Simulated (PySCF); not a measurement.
# A gas-phase reaction: CH5ClSi + CH4O → CH5ClOSi + CH4

Wanted: the reaction energy for `C[SiH2]Cl` + `CO` → `CO[SiH2]Cl` + `C`.

Computed with PySCF 2.14.0; each step states its level. No surroundings beyond the atoms listed, unless a continuum is named. Atoms count from 0, parts from 1.

## (1) Starting point

Each species was relaxed by itself at PBE0-D3(BJ)/def2-SVPD.

## (2) Reaction energy: wB97M-D3(BJ)/def2-TZVPD

Job settings and geometry (Å):

```
{"job": {"kind": "react", "xc": "wB97M-D3(BJ)", "basis": "def2-TZVPD"}, "charge": 0, "multiplicity": 1}
-1 CH5ClSi charge 0 multiplicity 1
C      0.040890    -0.890960     0.524300
Si     0.082090     0.800410    -0.257880
Cl    -0.984180     2.140050     0.941770
H     -0.993010    -1.250800     0.623230
H      0.499080    -0.870840     1.523270
H      0.599200    -1.606810    -0.098900
H     -0.571670     0.809900    -1.595630
H      1.469830     1.329630    -0.364090

-1 CH4O charge 0 multiplicity 1
C     -0.335480    -0.000050    -0.046910
O      0.968630    -0.510840    -0.159330
H     -0.641770     0.144310     1.004050
H     -0.461250     0.955220    -0.586150
H     -1.012460    -0.736300    -0.499190
H      1.591340     0.108400     0.227360

+1 CH5ClOSi charge 0 multiplicity 1
C     -0.246630    -0.831000     0.184290
O      0.866310    -0.181180     0.750590
Si     1.128050     1.453430     0.655310
Cl     2.907390     1.812920     1.635380
H     -1.193890    -0.466750     0.616940
H     -0.283470    -0.695030    -0.909950
H     -0.159630    -1.904510     0.396710
H      1.275140     1.890280    -0.759940
H      0.050060     2.210580     1.348040

+1 CH4 charge 0 multiplicity 1
C      0.000760    -0.000150     0.001710
H     -0.690940    -0.808610    -0.265370
H     -0.387940     0.953470    -0.376320
H      0.098630     0.051750     1.093090
H      0.983300    -0.197190    -0.444560
```

With the program's defaults for keys left out, this is: wB97M-D3(BJ)/def2-TZVPD reaction energy of separated species, gas phase.

Started as:

```bash
OMP_NUM_THREADS=1 python cluster_run.py task.json out
```

One launch serves the whole session: the jobs run in the order shown.

The log of the run:

```text
species 1 (CH5ClSi)
coarse grid: 30272 points
cycle   1  E = -790.9697970301  dE =  1.833e-03  |g| = 3.049e-01  |ddm| = 2.046e+00
cycle   2  E = -790.9867845694  dE = -1.699e-02  |g| = 2.198e-01  |ddm| = 5.559e-01
cycle   3  E = -790.9974939496  dE = -1.071e-02  |g| = 1.837e-02  |ddm| = 2.050e-01
cycle   4  E = -790.9975983102  dE = -1.044e-04  |g| = 4.302e-03  |ddm| = 3.358e-02
cycle   5  E = -790.9976080829  dE = -9.773e-06  |g| = 7.331e-04  |ddm| = 1.204e-02
final grid: 61744 points
cycle   6  E = -790.9975473448  dE = -3.212e-07  |g| = 3.027e-04  |ddm| = 3.542e-03
cycle   7  E = -790.9975473834  dE = -3.850e-08  |g| = 1.705e-04  |ddm| = 7.910e-04
cycle   8  E = -790.9975473920  dE = -8.637e-09  |g| = 4.946e-05  |ddm| = 1.794e-04
cycle   9  E = -790.9975473937  dE = -1.665e-09  |g| = 1.561e-05  |ddm| = 1.432e-04
cycle  10  E = -790.9975473937  dE = -9.481e-11  |g| = 2.414e-06  |ddm| = 2.979e-05
converged SCF energy = -790.9975473937

species 2 (CH4O)
coarse grid: 20248 points
cycle   1  E = -115.7313904300  dE =  7.126e-02  |g| = 5.636e-01  |ddm| = 1.531e+00
cycle   2  E = -115.7261933997  dE =  5.197e-03  |g| = 6.290e-01  |ddm| = 6.640e-01
cycle   3  E = -115.7900646288  dE = -6.387e-02  |g| = 2.852e-02  |ddm| = 2.811e-01
cycle   4  E = -115.7902228487  dE = -1.582e-04  |g| = 6.697e-03  |ddm| = 3.255e-02
cycle   5  E = -115.7902354609  dE = -1.261e-05  |g| = 1.490e-03  |ddm| = 1.019e-02
cycle   6  E = -115.7902360663  dE = -6.054e-07  |g| = 5.701e-04  |ddm| = 2.219e-03
final grid: 43904 points
cycle   7  E = -115.7902254045  dE = -7.310e-08  |g| = 4.639e-04  |ddm| = 2.500e-03
cycle   8  E = -115.7902254274  dE = -2.291e-08  |g| = 3.464e-04  |ddm| = 5.824e-04
cycle   9  E = -115.7902254534  dE = -2.597e-08  |g| = 1.682e-05  |ddm| = 2.004e-04
cycle  10  E = -115.7902254535  dE = -9.496e-11  |g| = 1.393e-05  |ddm| = 3.859e-05
converged SCF energy = -115.7902254535

species 3 (CH5ClOSi)
coarse grid: 35448 points
cycle   1  E = -866.1987452604  dE =  2.933e-01  |g| = 6.771e-01  |ddm| = 2.250e+00
cycle   2  E = -866.1856215219  dE =  1.312e-02  |g| = 7.890e-01  |ddm| = 9.756e-01
cycle   3  E = -866.2901572724  dE = -1.045e-01  |g| = 5.802e-02  |ddm| = 4.577e-01
cycle   4  E = -866.2908646601  dE = -7.074e-04  |g| = 2.547e-02  |ddm| = 7.632e-02
cycle   5  E = -866.2910086100  dE = -1.439e-04  |g| = 3.375e-03  |ddm| = 2.452e-02
cycle   6  E = -866.2910128775  dE = -4.268e-06  |g| = 6.524e-04  |ddm| = 7.028e-03
final grid: 72952 points
cycle   7  E = -866.2909207670  dE = -2.754e-07  |g| = 2.788e-04  |ddm| = 4.070e-03
cycle   8  E = -866.2909207985  dE = -3.155e-08  |g| = 1.585e-04  |ddm| = 7.023e-04
cycle   9  E = -866.2909208048  dE = -6.304e-09  |g| = 5.032e-05  |ddm| = 1.966e-04
cycle  10  E = -866.2909208063  dE = -1.456e-09  |g| = 2.753e-05  |ddm| = 1.123e-04
cycle  11  E = -866.2909208065  dE = -1.783e-10  |g| = 6.517e-06  |ddm| = 3.186e-05
converged SCF energy = -866.2909208065

species 4 (CH4)
coarse grid: 15072 points
cycle   1  E = -40.5278884124  dE = -1.934e-01  |g| = 1.334e-01  |ddm| = 1.251e+00
cycle   2  E = -40.5303011300  dE = -2.413e-03  |g| = 8.952e-02  |ddm| = 1.942e-01
cycle   3  E = -40.5321662135  dE = -1.865e-03  |g| = 5.682e-03  |ddm| = 4.934e-02
cycle   4  E = -40.5321759369  dE = -9.723e-06  |g| = 3.952e-04  |ddm| = 1.284e-02
final grid: 32696 points
cycle   5  E = -40.5321632554  dE = -1.054e-07  |g| = 1.005e-04  |ddm| = 2.889e-03
cycle   6  E = -40.5321632624  dE = -7.061e-09  |g| = 3.464e-05  |ddm| = 7.436e-04
cycle   7  E = -40.5321632631  dE = -6.079e-10  |g| = 1.867e-05  |ddm| = 2.112e-04
converged SCF energy = -40.5321632631

Reaction energy = -22.068 kcal/mol
```

It took 44 s on 1 thread of Arm Neoverse N1, shared host; peak memory 0.76 GiB.

Species by species (with the dispersion term, which the log's SCF energies lack):

```csv
ν,species,energy (Eh),HOMO (eV)
-1,C[SiH2]Cl,-791.00525,-11.08
-1,CO,-115.79380,-10.52
+1,CO[SiH2]Cl,-866.29967,-10.89
+1,C,-40.53455,-13.46
```

## (3) Reaction energy: PBE0-D3(BJ)/def2-TZVPD

Same as in step 2 but for these lines:

```diff
@@ -1,2 +1,2 @@
-{"job": {"kind": "react", "xc": "wB97M-D3(BJ)", "basis": "def2-TZVPD"}, "charge": 0, "multiplicity": 1}
+{"job": {"kind": "react", "xc": "PBE0", "basis": "def2-TZVPD", "disp": "d3bj"}, "charge": 0, "multiplicity": 1}
 -1 CH5ClSi charge 0 multiplicity 1
```

Method: PBE0-D3(BJ)/def2-TZVPD reaction energy of separated species, gas phase.

The log of the run:

```text
species 1 (CH5ClSi)
coarse grid: 7440 points
cycle   1  E = -790.5483571005  dE = -3.743e-02  |g| = 3.552e-01  |ddm| = 2.105e+00
cycle   2  E = -790.5427624885  dE =  5.595e-03  |g| = 3.854e-01  |ddm| = 6.455e-01
cycle   3  E = -790.5794754211  dE = -3.671e-02  |g| = 2.345e-02  |ddm| = 3.042e-01
cycle   4  E = -790.5795868237  dE = -1.114e-04  |g| = 9.101e-03  |ddm| = 2.699e-02
cycle   5  E = -790.5796069513  dE = -2.013e-05  |g| = 2.012e-03  |ddm| = 9.088e-03
cycle   6  E = -790.5796076880  dE = -7.367e-07  |g| = 3.690e-04  |ddm| = 2.050e-03
final grid: 61744 points
cycle   7  E = -790.5770223160  dE = -2.032e-05  |g| = 5.113e-03  |ddm| = 7.926e-02
cycle   8  E = -790.5770205808  dE =  1.735e-06  |g| = 5.545e-03  |ddm| = 7.504e-03
cycle   9  E = -790.5770278262  dE = -7.245e-06  |g| = 3.745e-04  |ddm| = 3.862e-03
cycle  10  E = -790.5770278550  dE = -2.886e-08  |g| = 9.576e-05  |ddm| = 3.698e-04
cycle  11  E = -790.5770278570  dE = -1.982e-09  |g| = 2.619e-05  |ddm| = 1.161e-04
cycle  12  E = -790.5770278572  dE = -1.949e-10  |g| = 7.703e-06  |ddm| = 2.967e-05
converged SCF energy = -790.5770278572

species 2 (CH4O)
coarse grid: 4656 points
cycle   1  E = -115.5796075116  dE =  6.217e-02  |g| = 5.867e-01  |ddm| = 1.554e+00
cycle   2  E = -115.4916377879  dE =  8.797e-02  |g| = 9.147e-01  |ddm| = 8.400e-01
cycle   3  E = -115.6422150328  dE = -1.506e-01  |g| = 4.541e-02  |ddm| = 4.737e-01
cycle   4  E = -115.6425428050  dE = -3.278e-04  |g| = 1.800e-02  |ddm| = 3.328e-02
cycle   5  E = -115.6426121258  dE = -6.932e-05  |g| = 4.970e-03  |ddm| = 1.211e-02
cycle   6  E = -115.6426174147  dE = -5.289e-06  |g| = 3.243e-04  |ddm| = 3.585e-03
final grid: 43904 points
cycle   7  E = -115.6393363797  dE = -2.483e-05  |g| = 6.735e-03  |ddm| = 6.602e-02
cycle   8  E = -115.6393300598  dE =  6.320e-06  |g| = 8.973e-03  |ddm| = 7.380e-03
cycle   9  E = -115.6393447892  dE = -1.473e-05  |g| = 8.433e-04  |ddm| = 4.163e-03
cycle  10  E = -115.6393449215  dE = -1.323e-07  |g| = 1.505e-04  |ddm| = 5.480e-04
cycle  11  E = -115.6393449264  dE = -4.835e-09  |g| = 1.607e-05  |ddm| = 9.236e-05
cycle  12  E = -115.6393449264  dE = -4.496e-11  |g| = 2.219e-06  |ddm| = 1.487e-05
converged SCF energy = -115.6393449264

species 3 (CH5ClOSi)
coarse grid: 8520 points
cycle   1  E = -865.6956194834  dE =  2.471e-01  |g| = 6.639e-01  |ddm| = 2.324e+00
cycle   2  E = -865.5355280375  dE =  1.601e-01  |g| = 1.135e+00  |ddm| = 1.114e+00
cycle   3  E = -865.7752620293  dE = -2.397e-01  |g| = 8.226e-02  |ddm| = 6.854e-01
cycle   4  E = -865.7763557006  dE = -1.094e-03  |g| = 3.994e-02  |ddm| = 9.318e-02
cycle   5  E = -865.7767007810  dE = -3.451e-04  |g| = 5.961e-03  |ddm| = 3.700e-02
cycle   6  E = -865.7767082026  dE = -7.422e-06  |g| = 1.819e-03  |ddm| = 6.522e-03
final grid: 72952 points
cycle   7  E = -865.7751181551  dE = -2.294e-05  |g| = 8.855e-03  |ddm| = 7.994e-02
cycle   8  E = -865.7751033889  dE =  1.477e-05  |g| = 1.261e-02  |ddm| = 1.073e-02
cycle   9  E = -865.7751318526  dE = -2.846e-05  |g| = 1.362e-03  |ddm| = 6.537e-03
cycle  10  E = -865.7751322136  dE = -3.610e-07  |g| = 1.728e-04  |ddm| = 9.720e-04
cycle  11  E = -865.7751322205  dE = -6.891e-09  |g| = 3.488e-05  |ddm| = 1.537e-04
cycle  12  E = -865.7751322208  dE = -2.681e-10  |g| = 1.315e-05  |ddm| = 4.373e-05
converged SCF energy = -865.7751322208

species 4 (CH4)
coarse grid: 3568 points
cycle   1  E = -40.4581135606  dE = -2.007e-01  |g| = 2.716e-01  |ddm| = 1.410e+00
cycle   2  E = -40.4544663187  dE =  3.647e-03  |g| = 2.994e-01  |ddm| = 3.086e-01
cycle   3  E = -40.4772888159  dE = -2.282e-02  |g| = 2.108e-03  |ddm| = 1.507e-01
cycle   4  E = -40.4772896381  dE = -8.222e-07  |g| = 2.133e-04  |ddm| = 2.702e-03
final grid: 32696 points
cycle   5  E = -40.4741137919  dE = -1.428e-05  |g| = 4.530e-03  |ddm| = 6.399e-02
cycle   6  E = -40.4741127421  dE =  1.050e-06  |g| = 4.958e-03  |ddm| = 6.448e-03
cycle   7  E = -40.4741187149  dE = -5.973e-06  |g| = 3.151e-05  |ddm| = 2.506e-03
cycle   8  E = -40.4741187152  dE = -3.196e-10  |g| = 7.232e-06  |ddm| = 1.082e-04
converged SCF energy = -40.4741187152

Reaction energy = -20.631 kcal/mol
```

It took 22 s on 1 thread of Arm Neoverse N1, shared host; peak memory 0.61 GiB.

Reaction energy at this level: -20.63 kcal/mol.

## (4) Comparing the runs

Energies in kcal/mol, with wall time:

```csv
run,reaction,time
wB97M-D3(BJ)/def2-TZVPD,-22.07,44 s
PBE0-D3(BJ)/def2-TZVPD,-20.63,22 s
```

## (5) What came out

```
                                                quantity                      value
               reaction energy (wB97M-D3(BJ)/def2-TZVPD)            -22.07 kcal/mol
                     ΔH, ΔG at 298 K (xTB thermal terms)      -21.5, -19.8 kcal/mol
range of the reaction energy over the runs of this table  -22.07 to -20.63 kcal/mol
```

In words: The reaction is exothermic by 21.5 kcal/mol in the gas phase; dispersion gives +0.09, and xTB itself gave -42.01 for the electronic energy (xTB energies and thermal terms come from the earlier relaxation of each species, not shown). No barrier was sought. xTB and this level differ widely in the electronic energy, so what comes from xTB (the thermal terms above all) is less safe here. The reaction energy runs from -22.07 (wB97M-D3(BJ)/def2-TZVPD) to -20.63 kcal/mol (PBE0-D3(BJ)/def2-TZVPD).
